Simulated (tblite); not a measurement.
# C7H11AlS: the cost of one run

The runs use tblite 0.8.0 and PySCF 2.14.0, with density-fitted response routines of our own; the level of theory stands in each step. All values are computed, except where a source is named. Atoms count from 0, in the outputs and in this text.

## Step 1: The starting structure

20 atoms, charge 0, multiplicity 1; geometry from: force field or distance geometry start.

Bonds of the start (Å): C0–C1 1.21, C1–C2 1.45, C2–Al3 1.97, Al3–S4 2.29, S4–C5 1.82, C2–C6 1.53, C6–C7 1.52, C7–C8 1.53, C8–C2 1.52, C0–H9 1.08, Al3–H10 1.58, C5–H11 1.10, C5–H12 1.12, C5–H13 1.12, C6–H14 1.09, C6–H15 1.13, C7–H16 1.10, C7–H17 1.09, C8–H18 1.11, C8–H19 1.11.

## Step 2: Relaxing the molecule with GFN2-xTB

The job: settings as JSON, then the geometry in Å.

```
{"job": {"kind": "relax", "xc": "GFN2-xTB", "basis": "xTB"}, "charge": 0, "multiplicity": 1}
C     -1.424600     3.062200    -0.112300
C     -1.210300     1.875900    -0.135600
C     -0.907900     0.458800    -0.155700
Al     0.863800    -0.050300    -0.862500
S      2.259600    -1.342500     0.411700
C      3.861400    -0.477900     0.394500
C     -1.278100    -0.299800     1.116800
C     -1.597300    -1.449300     0.168400
C     -2.023000    -0.345300    -0.803200
H     -1.643100     4.117900    -0.076400
H      1.248200     0.279000    -2.361700
H      4.099500    -0.321200    -0.670700
H      3.751400     0.498700     0.926500
H      4.647400    -1.055200     0.937900
H     -0.455400    -0.467300     1.811000
H     -2.207700     0.156400     1.576400
H     -0.672000    -1.897800    -0.216500
H     -2.402300    -2.114500     0.496000
H     -1.866400    -0.631000    -1.859200
H     -3.048400     0.013900    -0.588500
```

The run is started by

```bash
> OMP_NUM_THREADS=1 python probes_run.py task.json out
```

This one command runs all jobs of the session in turn.

Q: Estimate the wall time of this first job on 1 thread of Arm Neoverse N1, shared host.

About 2.6 s.
